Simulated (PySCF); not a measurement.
# Tl⁶⁴⁺, Pb⁶⁵⁺, Bi⁶⁶⁺: ionisation energies with spin-orbit coupling

Wanted: the ionisation energy of these ions, up a ladder of methods.

Method: two-component X2C-1e, generalised determinants. Code: PySCF 2.14.0.

## Step 1: Starting point

| Item | Value |
| --- | --- |
| Elements | thallium (Z = 81), lead (Z = 82), bismuth (Z = 83) |
| Basis | one for each species, given in its step |
| Hamiltonian | two-component X2C-1e, Gaussian nucleus, no Breit or QED terms; spin-orbit coupling, run by run: off; screened by Boettger's factors |
| Core shells frozen in the correlated runs | 1s2 (for Tl⁶⁴⁺) |
| State 1 | Tl⁶⁴⁺: [Ne] 3s2 3p5; 3p1/2 filled at m_j = -1/2, +1/2; 3p3/2 filled at m_j = -1/2, +1/2, +3/2 |
| State 2 | Pb⁶⁵⁺: [Ne] 3s2 3p5; 3p1/2 filled at m_j = -1/2, +1/2; 3p3/2 filled at m_j = -1/2, +1/2, +3/2 |
| State 3 | Bi⁶⁶⁺: [Ne] 3s2 3p5; 3p1/2 filled at m_j = -1/2, +1/2; 3p3/2 filled at m_j = -1/2, +1/2, +3/2 |
| Needed too, but not shown | Tl⁶⁵⁺ [Ne] 3s2 3p4 (3P), Pb⁶⁶⁺ [Ne] 3s2 3p4 (3P), Bi⁶⁷⁺ [Ne] 3s2 3p4 (3P) |
| Methods | GHF, GMP2 |

Outer shells as boxes (Hund's rule):

Tl64+ [Ne] 3s2 3p5
```
[Ne] core
3s [↑↓]
3p [↑↓][↑↓][↑ ]
```

Pb65+ [Ne] 3s2 3p5
```
[Ne] core
3s [↑↓]
3p [↑↓][↑↓][↑ ]
```

Bi66+ [Ne] 3s2 3p5
```
[Ne] core
3s [↑↓]
3p [↑↓][↑↓][↑ ]
```

A driver program built on PySCF's X2C-1e integrals ran all steps in one process from the settings above; there is no separate input file.

The driver's launch:

```bash
$ OMP_NUM_THREADS=1 python sorun2.py TASK.json OUT
```

The integrals over 107 functions and the set-up took 0.5 s of CPU time.

## Step 2: Tl⁶⁴⁺

Basis: an uncontracted even-tempered set (17 s from 21 bohr⁻², ratio 2.4; 14 p from 28 bohr⁻², ratio 2.4; 4 d from 98 bohr⁻², ratio 2.6; 4 f from 150 bohr⁻², ratio 2.6).

GHF (spin-free):

The log of the run:

```text
cycle= 1 E= -15591.4261915571  delta_E= -1.56e+04  |FDS-SDF|= 0.198
cycle= 2 E= -15591.4302622908  delta_E= -0.00407  |FDS-SDF|= 0.0075
cycle= 3 E= -15591.4302802996  delta_E= -1.8e-05  |FDS-SDF|= 0.000411
cycle= 4 E= -15591.4302804081  delta_E= -1.09e-07  |FDS-SDF|= 3.55e-05
cycle= 5 E= -15591.4302804092  delta_E= -1.08e-09  |FDS-SDF|= 3.29e-07
```

It took 3.9 s on 1 thread of Neoverse-V1, shared host, the integrals not counted.

Occupied spinors (without spin-orbit coupling the j labels only name the start):

| spinor shell | electrons | mean energy (eV) | weight of the nominal j | rms radius (bohr) |
| --- | --- | --- | --- | --- |
| 1s1/2 | 2 | -91208.9 | 1.000 | 0.0184 |
| 2s1/2 | 2 | -20479.7 | 1.000 | 0.0734 |
| 2p3/2 | 4 | -18348.0 | 0.833 | 0.0675 |
| 2p1/2 | 2 | -18354.7 | 0.667 | 0.0675 |
| 3s1/2 | 2 | -8079.2 | 1.000 | 0.178 |
| 3p3/2 | 3 | -7447.9 | 0.778 | 0.177 |
| 3p1/2 | 2 | -7447.9 | 0.667 | 0.177 |

M_J = 3/2, ⟨J²⟩ = 3.750, ⟨L²⟩ = 2.000, ⟨S²⟩ = 0.750.

GMP2 (spin-free):

The driver printed no log here.

It took 2.9 s on 1 thread of Neoverse-V1, shared host, the integrals not counted.

With 15 electrons correlated and 46 very high virtual spinors dropped, the MP2 correlation energy is -0.67093 hartree. Largest pairs: 2p3/2-2p3/2 -0.0899, 2p1/2-2p3/2 -0.0874, 3p1/2-3p3/2 -0.0675, 3p3/2-3p3/2 -0.0495, 2p3/2-3p3/2 -0.0476.

GHF (screened spin-orbit):

The log of the run:

```text
cycle= 1 E= -15630.7883348751  delta_E= -1.56e+04  |FDS-SDF|= 0.705
cycle= 2 E= -15630.8050641374  delta_E= -0.0167  |FDS-SDF|= 0.0135
cycle= 3 E= -15630.8050891330  delta_E= -2.5e-05  |FDS-SDF|= 0.000351
cycle= 4 E= -15630.8050892417  delta_E= -1.09e-07  |FDS-SDF|= 2.11e-05
cycle= 5 E= -15630.8050892421  delta_E= -3.89e-10  |FDS-SDF|= 2.07e-07
```

It took 3.9 s on 1 thread of Neoverse-V1, shared host, the integrals not counted.

Occupied spinors:

| spinor shell | electrons | mean energy (eV) | weight of the nominal j | rms radius (bohr) |
| --- | --- | --- | --- | --- |
| 1s1/2 | 2 | -91170.0 | 1.000 | 0.0184 |
| 2s1/2 | 2 | -20466.5 | 1.000 | 0.0734 |
| 2p1/2 | 2 | -19870.8 | 1.000 | 0.0620 |
| 2p3/2 | 4 | -17757.3 | 1.000 | 0.0699 |
| 3s1/2 | 2 | -8074.7 | 1.000 | 0.178 |
| 3p1/2 | 2 | -7840.6 | 1.000 | 0.168 |
| 3p3/2 | 3 | -7290.8 | 1.000 | 0.181 |

M_J = 3/2, ⟨J²⟩ = 3.750, ⟨L²⟩ = 2.069, ⟨S²⟩ = 0.819.

GMP2 (screened spin-orbit):

The driver printed no log here.

It took 1.9 s on 1 thread of Neoverse-V1, shared host, the integrals not counted.

With 15 electrons correlated and 46 very high virtual spinors dropped, the MP2 correlation energy is -0.67192 hartree. Largest pairs: 2p1/2-2p3/2 -0.0886, 2p3/2-2p3/2 -0.0879, 3p1/2-3p3/2 -0.0703, 3p3/2-3p3/2 -0.0459, 2p3/2-3p3/2 -0.0457.

## Step 3: Pb⁶⁵⁺: the ladder of methods

Basis: an uncontracted even-tempered set (17 s from 22 bohr⁻², ratio 2.4; 14 p from 29 bohr⁻², ratio 2.4; 4 d from 100 bohr⁻², ratio 2.6; 4 f from 150 bohr⁻², ratio 2.6).

GHF (spin-free):

The log of the run:

```text
cycle= 1 E= -16032.8759564186  delta_E= -1.6e+04  |FDS-SDF|= 0.202
cycle= 2 E= -16032.8800811097  delta_E= -0.00412  |FDS-SDF|= 0.0076
cycle= 3 E= -16032.8800989658  delta_E= -1.79e-05  |FDS-SDF|= 0.000413
cycle= 4 E= -16032.8800990716  delta_E= -1.06e-07  |FDS-SDF|= 3.53e-05
cycle= 5 E= -16032.8800990726  delta_E= -1.03e-09  |FDS-SDF|= 3.2e-07
```

It took 3.9 s on 1 thread of Neoverse-V1, shared host, the integrals not counted.

Occupied spinors (without spin-orbit coupling the j labels only name the start):

| spinor shell | electrons | mean energy (eV) | weight of the nominal j | rms radius (bohr) |
| --- | --- | --- | --- | --- |
| 1s1/2 | 2 | -93832.3 | 1.000 | 0.0181 |
| 2s1/2 | 2 | -21123.3 | 1.000 | 0.0722 |
| 2p3/2 | 4 | -18884.5 | 0.833 | 0.0665 |
| 2p1/2 | 2 | -18891.3 | 0.667 | 0.0665 |
| 3s1/2 | 2 | -8336.8 | 1.000 | 0.175 |
| 3p3/2 | 3 | -7675.5 | 0.778 | 0.175 |
| 3p1/2 | 2 | -7675.5 | 0.667 | 0.175 |

M_J = 3/2, ⟨J²⟩ = 3.750, ⟨L²⟩ = 2.000, ⟨S²⟩ = 0.750.

GMP2 (spin-free):

This step left no log, only its results.

It took 2.8 s on 1 thread of Neoverse-V1, shared host, the integrals not counted.

With 15 electrons correlated and 46 very high virtual spinors dropped, the MP2 correlation energy is -0.67792 hartree. Largest pairs: 2p3/2-2p3/2 -0.0901, 2p1/2-2p3/2 -0.0876, 3p1/2-3p3/2 -0.0691, 3p3/2-3p3/2 -0.0506, 2p3/2-3p3/2 -0.0478.

GHF (screened spin-orbit):

The log of the run:

```text
cycle= 1 E= -16075.4622050355  delta_E= -1.61e+04  |FDS-SDF|= 0.736
cycle= 2 E= -16075.4797822639  delta_E= -0.0176  |FDS-SDF|= 0.0139
cycle= 3 E= -16075.4798074488  delta_E= -2.52e-05  |FDS-SDF|= 0.000351
cycle= 4 E= -16075.4798075541  delta_E= -1.05e-07  |FDS-SDF|= 2.13e-05
cycle= 5 E= -16075.4798075545  delta_E= -3.93e-10  |FDS-SDF|= 2.33e-07
```

Time after the integrals: 3.9 s (1 thread of Neoverse-V1, shared host).

Occupied spinors:

| spinor shell | electrons | mean energy (eV) | weight of the nominal j | rms radius (bohr) |
| --- | --- | --- | --- | --- |
| 1s1/2 | 2 | -93790.5 | 1.000 | 0.0181 |
| 2s1/2 | 2 | -21109.1 | 1.000 | 0.0722 |
| 2p1/2 | 2 | -20501.1 | 1.000 | 0.0609 |
| 2p3/2 | 4 | -18261.7 | 1.000 | 0.0689 |
| 3s1/2 | 2 | -8332.1 | 1.000 | 0.175 |
| 3p1/2 | 2 | -8093.3 | 1.000 | 0.165 |
| 3p3/2 | 3 | -7509.4 | 1.000 | 0.179 |

M_J = 3/2, ⟨J²⟩ = 3.750, ⟨L²⟩ = 2.073, ⟨S²⟩ = 0.823.

GMP2 (screened spin-orbit):

The driver printed no log here.

It took 1.9 s on 1 thread of Neoverse-V1, shared host, the integrals not counted.

With 15 electrons correlated and 46 very high virtual spinors dropped, the MP2 correlation energy is -0.67879 hartree. Largest pairs: 2p1/2-2p3/2 -0.0888, 2p3/2-2p3/2 -0.0880, 3p1/2-3p3/2 -0.0719, 3p3/2-3p3/2 -0.0470, 2p3/2-3p3/2 -0.0459.

## Step 4: Bi⁶⁶⁺: the ladder of methods

Basis: an even-tempered Gaussian basis (17 s from 23 bohr⁻², ratio 2.4; 15 p from 29 bohr⁻², ratio 2.4; 4 d from 100 bohr⁻², ratio 2.6; 4 f from 160 bohr⁻², ratio 2.6).

GHF (spin-free):

The log of the run:

```text
cycle= 1 E= -16482.3002074122  delta_E= -1.65e+04  |FDS-SDF|= 0.204
cycle= 2 E= -16482.3044230375  delta_E= -0.00422  |FDS-SDF|= 0.00765
cycle= 3 E= -16482.3044415259  delta_E= -1.85e-05  |FDS-SDF|= 0.000419
cycle= 4 E= -16482.3044416372  delta_E= -1.11e-07  |FDS-SDF|= 3.59e-05
cycle= 5 E= -16482.3044416382  delta_E= -1.08e-09  |FDS-SDF|= 3.08e-07
```

Time after the integrals: 4.3 s (1 thread of Neoverse-V1, shared host).

Occupied spinors (without spin-orbit coupling the j labels only name the start):

| spinor shell | electrons | mean energy (eV) | weight of the nominal j | rms radius (bohr) |
| --- | --- | --- | --- | --- |
| 1s1/2 | 2 | -96506.5 | 1.000 | 0.0178 |
| 2s1/2 | 2 | -21780.8 | 1.000 | 0.0710 |
| 2p3/2 | 4 | -19429.7 | 0.833 | 0.0656 |
| 2p1/2 | 2 | -19436.7 | 0.667 | 0.0655 |
| 3s1/2 | 2 | -8599.8 | 1.000 | 0.172 |
| 3p3/2 | 3 | -7906.9 | 0.778 | 0.172 |
| 3p1/2 | 2 | -7906.9 | 0.667 | 0.172 |

M_J = 3/2, ⟨J²⟩ = 3.750, ⟨L²⟩ = 2.000, ⟨S²⟩ = 0.750.

GMP2 (spin-free):

No log was kept for this step.

It took 3 s on 1 thread of Neoverse-V1, shared host, the integrals not counted.

With 15 electrons correlated and 50 very high virtual spinors dropped, the MP2 correlation energy is -0.68921 hartree. Largest pairs: 2p3/2-2p3/2 -0.0903, 2p1/2-2p3/2 -0.0878, 3p1/2-3p3/2 -0.0728, 3p3/2-3p3/2 -0.0534, 2p3/2-3p3/2 -0.0481.

GHF (screened spin-orbit):

The log of the run:

```text
cycle= 1 E= -16528.3762727013  delta_E= -1.65e+04  |FDS-SDF|= 0.759
cycle= 2 E= -16528.3947950344  delta_E= -0.0185  |FDS-SDF|= 0.0141
cycle= 3 E= -16528.3948211856  delta_E= -2.62e-05  |FDS-SDF|= 0.000357
cycle= 4 E= -16528.3948212961  delta_E= -1.11e-07  |FDS-SDF|= 2.21e-05
cycle= 5 E= -16528.3948212966  delta_E= -4.22e-10  |FDS-SDF|= 2.75e-07
```

Time after the integrals: 4.3 s (1 thread of Neoverse-V1, shared host).

Occupied spinors:

| spinor shell | electrons | mean energy (eV) | weight of the nominal j | rms radius (bohr) |
| --- | --- | --- | --- | --- |
| 1s1/2 | 2 | -96461.8 | 1.000 | 0.0178 |
| 2s1/2 | 2 | -21765.7 | 1.000 | 0.0710 |
| 2p1/2 | 2 | -21145.5 | 1.000 | 0.0599 |
| 2p3/2 | 4 | -18773.4 | 1.000 | 0.0680 |
| 3s1/2 | 2 | -8594.7 | 1.000 | 0.172 |
| 3p1/2 | 2 | -8351.2 | 1.000 | 0.163 |
| 3p3/2 | 3 | -7731.4 | 1.000 | 0.176 |

M_J = 3/2, ⟨J²⟩ = 3.750, ⟨L²⟩ = 2.078, ⟨S²⟩ = 0.828.

GMP2 (screened spin-orbit):

No log was kept for this step.

Time after the integrals: 2 s (1 thread of Neoverse-V1, shared host).

With 15 electrons correlated and 50 very high virtual spinors dropped, the MP2 correlation energy is -0.68950 hartree. Largest pairs: 2p1/2-2p3/2 -0.0889, 2p3/2-2p3/2 -0.0882, 3p1/2-3p3/2 -0.0752, 3p3/2-3p3/2 -0.0500, 2p3/2-3p3/2 -0.0462.

## Step 5: The energy differences

Ionisation energy: Tl⁶⁴⁺ [Ne] 3s2 3p5 [3p1/2^2 3p3/2^3, M_J = 3/2] → Tl⁶⁵⁺ [Ne] 3s2 3p4 [3p1/2^2 3p3/2^2, M_J = 2].

| method | value (eV) | less the reference (eV) |
| --- | --- | --- |
| GHF (spin-free) | 7438.0 | +157.0 |
| GMP2 (spin-free) | 7439.2 | +158.2 |
| GHF (screened spin-orbit) | 7285.8 | +4.8 |
| GMP2 (screened spin-orbit) | 7287.0 | +6.0 |

Reference: 7281 ± 24 eV (theoretical estimate listed by NIST; NIST Atomic Spectra Database, ionization energies). For this ion Breit and QED terms and the two-electron picture change, all absent here, are large against electron correlation. The spin-free rows have the spin-orbit operator switched off.

Ionisation energy: Pb⁶⁵⁺ [Ne] 3s2 3p5 [3p1/2^2 3p3/2^3, M_J = 3/2] → Pb⁶⁶⁺ [Ne] 3s2 3p4 [3p1/2^2 3p3/2^2, M_J = 2].

| method | value (eV) | less the reference (eV) |
| --- | --- | --- |
| GHF (spin-free) | 7665.4 | +165.4 |
| GMP2 (spin-free) | 7666.7 | +166.7 |
| GHF (screened spin-orbit) | 7504.4 | +4.4 |
| GMP2 (screened spin-orbit) | 7505.6 | +5.6 |

Reference: 7500 ± 30 eV (theoretical estimate listed by NIST; NIST Atomic Spectra Database, ionization energies). For this ion Breit and QED terms and the two-electron picture change, all absent here, are large against electron correlation. The spin-free rows have the spin-orbit operator switched off.

Ionisation energy: Bi⁶⁶⁺ [Ne] 3s2 3p5 [3p1/2^2 3p3/2^3, M_J = 3/2] → Bi⁶⁷⁺ [Ne] 3s2 3p4 [3p1/2^2 3p3/2^2, M_J = 2].

| method | value (eV) | less the reference (eV) |
| --- | --- | --- |
| GHF (spin-free) | 7896.7 | +176.7 |
| GMP2 (spin-free) | 7898.0 | +178.0 |
| GHF (screened spin-orbit) | 7726.3 | +6.3 |
| GMP2 (screened spin-orbit) | 7727.6 | +7.6 |

Reference: 7720 ± 40 eV (theoretical estimate listed by NIST; NIST Atomic Spectra Database, ionization energies). For this ion Breit and QED terms and the two-electron picture change, all absent here, are large against electron correlation. The spin-free rows have the spin-orbit operator switched off.

The differences also use runs on Tl⁶⁵⁺ [Ne] 3s2 3p4 (3P), Pb⁶⁶⁺ [Ne] 3s2 3p4 (3P), Bi⁶⁷⁺ [Ne] 3s2 3p4 (3P), which are not shown here.

## Step 6: Summary of results

```
                quantity                                                                              value
ionisation energy, Tl⁶⁴⁺  GHF (spin-free) 7438.0, GMP2 (screened spin-orbit) 7287.0 eV; reference 7281 ± 24
ionisation energy, Pb⁶⁵⁺  GHF (spin-free) 7665.4, GMP2 (screened spin-orbit) 7505.6 eV; reference 7500 ± 30
ionisation energy, Bi⁶⁶⁺  GHF (spin-free) 7896.7, GMP2 (screened spin-orbit) 7727.6 eV; reference 7720 ± 40
```

For the first difference the methods span 153.43 eV, from GHF (screened spin-orbit) (7285.8) to GMP2 (spin-free) (7439.2). The reference is uncertain or not like for like (spin-orbit coupling or other relativistic terms), so no ranking of close methods is drawn. Spin-orbit coupling moves the first difference by -152.229 eV at GMP2. All values hold for this basis alone; no basis-set limit was taken.
